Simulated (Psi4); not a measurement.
# CH7NOSi (SMILES CO[SiH2]N) at B3LYP/6-31G(d) (Cartesian functions)

Aim: the vertical singlet–triplet gap of CH7NOSi at B3LYP/6-31G* (Cartesian functions), from 2 runs. 

The results are computed with Psi4 1.11.

4 further runs of the same task are left out: 4 that didn't finish.

## 1. The system as given

CH7NOSi: 11 atoms, total charge 0, spin state singlet. As SMILES, `CO[SiH2]N`. Geometry: relaxed at PBE0-D4/def2-TZVP. This is one conformer, not always the lowest.

Bond lengths: C1–O2 1.407 Å, O2–Si3 1.648 Å, Si3–N4 1.701 Å, C1–H5 1.097 Å, C1–H6 1.091 Å, C1–H7 1.097 Å, Si3–H8 1.488 Å, Si3–H9 1.488 Å, N4–H10 1.007 Å, N4–H11 1.007 Å. Some angles: C1–O2–Si3 122.1°, O2–Si3–N4 112.5°, O2–C1–H5 111.7°, O2–C1–H6 108.5°, O2–C1–H7 111.7°, O2–Si3–H8 108.4°, O2–Si3–H9 108.6°, N4–Si3–H8 108.4°, N4–Si3–H9 108.2°, Si3–N4–H10 120.7°.

## 2. Energy and gradient at B3LYP/6-31G(d) (Cartesian functions)

ch7nosi.dat

```
memory 1600 MB

molecule system {
  C     -1.23833753     3.23502215     0.94524101
  O     -1.15386677     0.96130368    -0.42915680
  Si     1.00873581    -1.21452698     0.10261213
  N      0.65138860    -3.79249136    -1.78333454
  H      0.48830523     4.35185029     0.68464777
  H     -2.83742378     4.34863776     0.26909700
  H     -1.49420645     2.89468248     2.97405097
  H      0.79727545    -2.04071524     2.78224377
  H      3.54248059    -0.10393494    -0.40081091
  H     -0.76231552    -5.02875019    -1.48022247
  H      1.12174143    -3.71898101    -3.62525060
  units au
  symmetry c1
  no_reorient
  no_com
}

set basis 6-31G*
set puream false
set e_convergence 1e-09
set d_convergence 1e-08
set scf_type pk
set dft_radial_points 99
set dft_spherical_points 590

result, w = gradient("b3lyp", return_wfn=True)
oeprop(w, "QUADRUPOLE", "MAYER_INDICES", "DIPOLE")
```

Command:

```
$ psi4 ch7nosi.dat ch7nosi.out -n 1
```

ch7nosi.out, cut to the lines that bear on the results:

```text
[...]
  Running in c1 symmetry.
[...]
  Nuclear repulsion =  180.915586362555359
[...]
  Multiplicity = 1
[...]
  Nalpha       = 21
  Nbeta        = 21
[...]
    Number of basis functions: 78
[...]
   @RKS iter   1:  -461.44839040684366   -2.26347e-01   1.21161e-02 ADIIS/DIIS
[...]
   @RKS iter  11:  -461.83512453794992   -3.52429e-12   4.51509e-09 DIIS
[...]
    Orbital Energies [Eh]
    ---------------------
    Doubly Occupied:
       1A    -66.144771     2A    -19.132232     3A    -14.312772
       4A    -10.228465     5A     -5.290042     6A     -3.649457
       7A     -3.648877     8A     -3.648042     9A     -1.002482
      10A     -0.847500    11A     -0.679961    12A     -0.536952
      13A     -0.493529    14A     -0.457069    15A     -0.446088
      16A     -0.441090    17A     -0.381593    18A     -0.341261
      19A     -0.300992    20A     -0.269927    21A     -0.263673
[...]
  @RKS Final Energy:  -461.83512453794992
   => Energetics <=
    Nuclear Repulsion Energy =            180.9155863625553593
    One-Electron Energy =                -994.7116348124305887
    Two-Electron Energy =                 387.9553376045993218
    DFT Exchange-Correlation Energy =     -35.9944136926740086
    Empirical Dispersion Energy =           0.0000000000000000
    VV10 Nonlocal Energy =                  0.0000000000000000
    Total Energy =                       -461.8351245379499233
[...]
  -Total Gradient:
     Atom            X                  Y                   Z
    ------   -----------------  -----------------  -----------------
       1        0.000293104906    -0.003703942397    -0.002125528385
       2        0.007724933654    -0.001998765027     0.005550783345
       3       -0.006859078776    -0.000637916264    -0.006295080177
       4       -0.002664316092     0.004845001404     0.000758703370
       5       -0.001677548308    -0.001677176538     0.000032196330
       6        0.001643750370    -0.001419173673     0.000524559685
       7        0.000359692614    -0.000180010065    -0.002297555504
       8       -0.000506027486     0.001086767069    -0.000606084618
       9       -0.001173923816     0.000602195410     0.000170330703
      10        0.003835198944     0.003245981654    -0.000586359627
      11       -0.000992342088    -0.000136055899     0.004869173992
[...]
 Multipole Moments:
 ------------------------------------------------------------------------------------
     Multipole            Electronic (a.u.)      Nuclear  (a.u.)        Total (a.u.)
 ------------------------------------------------------------------------------------
 L = 1.  Multiply by 2.5417464519 to convert [e a0] to [Debye]
 Dipole X            :         -3.0336565            2.8769191           -0.1567374
 Dipole Y            :         15.7486979          -15.7474658            0.0012322
 Dipole Z            :          7.4769267           -7.6048248           -0.1278981
 Magnitude           :                                                    0.2023018
 L = 2.  Multiply by 1.3450342976 to convert [e a0^2] to [Debye ang]
 Quadrupole XX       :        -88.2091614           62.6142823          -25.5948791
 Quadrupole XY       :         85.6545087          -84.2272331            1.4272757
[...]
```

Run time: 44 s. Hardware: 1 thread of Intel Xeon Platinum 8259CL at 2.50GHz (Skylake/Cascade Lake), shared host; peak memory 0.89 GiB.

## 3. The triplet: a single-point energy at UB3LYP/6-31G(d) (Cartesian functions)

ch7nosi.inp

```
memory 1600 mb

molecule system {
  0 3
  C
  O 1 R2
  Si 2 R3 1 A3
  N 3 R4 2 A4 1 D4
  H 1 R5 2 A5 3 D5
  H 1 R6 5 A6 2 D6
  H 1 R7 6 A7 5 D7
  H 3 R8 2 A8 1 D8
  H 3 R9 8 A9 2 D9
  H 4 R10 3 A10 9 D10
  H 4 R11 10 A11 3 D11

  R2 = 1.406646
  R3 = 1.647592
  A3 = 122.10872
  R4 = 1.700825
  A4 = 112.52471
  D4 = 179.03076
  R5 = 1.09688
  A5 = 111.67857
  D5 = 61.38853
  R6 = 1.09149
  A6 = 108.28155
  D6 = -119.3761
  R7 = 1.09699
  A7 = 108.28648
  D7 = 117.24511
  R8 = 1.488082
  A8 = 108.41147
  D8 = 59.18895
  R9 = 1.487987
  A9 = 110.75679
  D9 = 119.08026
  R10 = 1.006658
  A10 = 120.68915
  D10 = 166.85824
  R11 = 1.00673
  A11 = 111.29162
  D11 = -150.15005
  symmetry c1
}

set {
  reference uks
  puream false
  e_convergence 1e-09
  d_convergence 1e-08
  scf_type pk
  dft_radial_points 99
  dft_spherical_points 590
  maxiter 100
}

e, wfn = energy("b3lyp/6-31G*", return_wfn=True)
print_variables()
```

Command:

```
$ psi4 ch7nosi.inp ch7nosi.out -n 1
```

ch7nosi.out, cut to the lines that bear on the results:

```text
[...]
  Running in c1 symmetry.
[...]
  Nuclear repulsion =  180.915573122571828
[...]
  Multiplicity = 3
[...]
  Nalpha       = 22
  Nbeta        = 20
[...]
    Number of basis functions: 78
[...]
   @UKS iter   1:  -461.07989073741953    1.42152e-01   1.27334e-02 ADIIS/DIIS
[...]
   @UKS iter  20:  -461.58301060983734   -2.27374e-12   5.30726e-09 DIIS
[...]
   @S^2 Observed:                2.002454035E+00
[...]
    Orbital Energies [Eh]
    ---------------------
    Alpha Occupied:
       1A    -66.166751     2A    -19.148675     3A    -14.449868
       4A    -10.233624     5A     -5.314432     6A     -3.674918
       7A     -3.673295     8A     -3.670795     9A     -1.017252
      10A     -0.978211    11A     -0.690436    12A     -0.591837
      13A     -0.589575    14A     -0.500130    15A     -0.463889
      16A     -0.452713    17A     -0.428774    18A     -0.411152
      19A     -0.354001    20A     -0.312500    21A     -0.280517
      22A     -0.043612
    Alpha Virtual:
      23A      0.037387    24A      0.076812    25A      0.087172
[...]
  @UKS Final Energy:  -461.58301060983734
   => Energetics <=
    Nuclear Repulsion Energy =            180.9155731225718284
    One-Electron Energy =                -993.0481881776508999
    Two-Electron Energy =                 386.4806103991930399
    DFT Exchange-Correlation Energy =     -35.9310059539512707
    Empirical Dispersion Energy =           0.0000000000000000
    VV10 Nonlocal Energy =                  0.0000000000000000
    Total Energy =                       -461.5830106098373449
[...]
 Multipole Moments:
 ------------------------------------------------------------------------------------
     Multipole            Electronic (a.u.)      Nuclear  (a.u.)        Total (a.u.)
 ------------------------------------------------------------------------------------
 L = 1.  Multiply by 2.5417464519 to convert [e a0] to [Debye]
 Dipole X            :          0.0081867            0.0057383            0.0139251
 Dipole Y            :          0.2596166           -0.3565267           -0.0969101
 Dipole Z            :          2.3111132           -2.2261198            0.0849934
 Magnitude           :                                                    0.1296509
[...]
```

Wall time 1.7 min (1 thread of Intel Xeon Platinum 8259CL at 2.50GHz (Skylake/Cascade Lake), shared host); peak memory 0.9 GiB.

## 4. What came out

Level: B3LYP/6-31G* (Cartesian functions).

| quantity | value |
| --- | --- |
| singlet: total energy | -461.83512 Eh |
| singlet: dipole moment | 0.51 D |
| singlet: HOMO energy | -7.17 eV |
| singlet: LUMO energy | 1.27 eV |
| singlet: HOMO–LUMO gap | 8.44 eV |
| singlet: largest force on an atom | 0.500 eV/Å |
| triplet: total energy | -461.58301 Eh |
| triplet: dipole moment | 0.33 D |
| triplet: HOMO energy (highest over α and β) | -1.19 eV |
| triplet: ⟨S²⟩ | 2.002 |
| vertical energy of the triplet above the singlet | 6.860 eV |

**Reading.** At this shape the triplet lies 6.86 eV (158 kcal/mol) above the singlet. The largest force (singlet) is 0.50 eV/Å: the shape isn't a stationary point for this species at this level.
